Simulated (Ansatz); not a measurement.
Write a Python script for Ansatz's Python interface that makes a cohesive energy from free atoms of Ba3Na and its free atoms. Use (first run): r2SCAN, PAW, cutoff 626 eV, Gaussian smearing of 0.02 eV.

`cohesive_ba3na.py`
```python
"""Binding of Ba3Na against spin-polarised atoms in a box."""

from collections import Counter
import warnings

import ansatz as az

SETTINGS = {
    "xc": "r2scan",
    "k_spacing": 0.16,
    "smearing": "gaussian",
    "width_ev": 0.02,
}

PHASES = {
    "Ba3Na": (
        [(6.23258708, 0.0, 0.0), (0.0, 6.23258708, 0.0), (0.0, 0.0, 6.23258708)],
        [
            ("Na", (0.0, 0.0, 0.0)),
            ("Ba", (0.0, 0.5, 0.5)),
            ("Ba", (0.5, 0.0, 0.5)),
            ("Ba", (0.5, 0.5, 0.0)),
        ],
    ),
}


def build(vectors, sites):
    crystal = az.Crystal(lattice=az.Lattice.of(vectors))
    for symbol, position in sites:
        crystal = crystal.atom(symbol, position)
    return crystal


def counts(outcome):
    return Counter(site.symbol for site in outcome.lattice.sites)

UNPAIRED = {"Na": 1, "Ba": 0}  # unpaired electrons of the free atoms


def ground_state(name, crystal):
    calc = (
        crystal.calculation()
        .functional(SETTINGS["xc"])
        .basis(23 * az.Ha)
        .kpoints(spacing=SETTINGS["k_spacing"])
        .occupations(SETTINGS["smearing"], width=SETTINGS["width_ev"])
    )
    if name.endswith(" atom"):
        calc = calc.kpoints(1, 1, 1).occupations("fermi_dirac", width=0.01)
        if UNPAIRED[name.split()[0]]:
            calc = calc.spin("collinear")
        return calc.run(threads=1, pin="off")
    calc = calc.relax(force_tolerance=0.02, cell=True)
    return calc.run(threads=1, pin="off")

warnings.simplefilter("ignore", az.DeckWarning)

phases = {name: build(*cell) for name, cell in PHASES.items()}
# a box with unlike edges lets an open shell break the spherical symmetry
for element, moment in UNPAIRED.items():
    phases[f"{element} atom"] = az.Lattice.orthorhombic(9.0, 9.5, 10.0).atom(element, (0.5, 0.5, 0.5), moment=moment or None)

done = {name: ground_state(name, crystal) for name, crystal in phases.items()}

for element in UNPAIRED:
    atom = done[f"{element} atom"].report
    print(f"{element} atom: {atom['energy_sigma0_ev']:.4f} eV, moment {atom['magnetization_mub']:.2f} muB")
solid = done["Ba3Na"]
n = counts(solid)
binding = (sum(k * done[f"{e} atom"].report["energy_sigma0_ev"] for e, k in n.items()) - solid.report["energy_sigma0_ev"]) / sum(n.values())
print(f"cohesive energy {binding:.3f} eV/atom = {96.4853 * binding:.0f} kJ/mol of atoms (no zero-point energy)")
```

`python cohesive_ba3na.py` gives:
```text
Na atom: -1487.5895 eV, moment 1.00 muB
Ba atom: -5962.6336 eV, moment 0.00 muB
cohesive energy 1.571 eV/atom = 152 kJ/mol of atoms (no zero-point energy)
```

What to keep in mind:
- Total energies depend on the potentials; only differences at equal settings carry meaning.
- Other magnetic orders than the one started from may lie lower.
- For the metals among these phases the mesh is modest: differences between phases can be off by up to 40 meV an atom.
- r2SCAN tends to overestimate the moments of itinerant magnets.
- The cells come from databases of deposited and of computed structures, and not all need be stable phases.
- Free atoms in a box carry small image and symmetry errors, and spin-orbit coupling is left out.
- The whole script took 14 min on 1 thread of Arm Neoverse V1, on a shared host, peak memory 2.6 GiB.
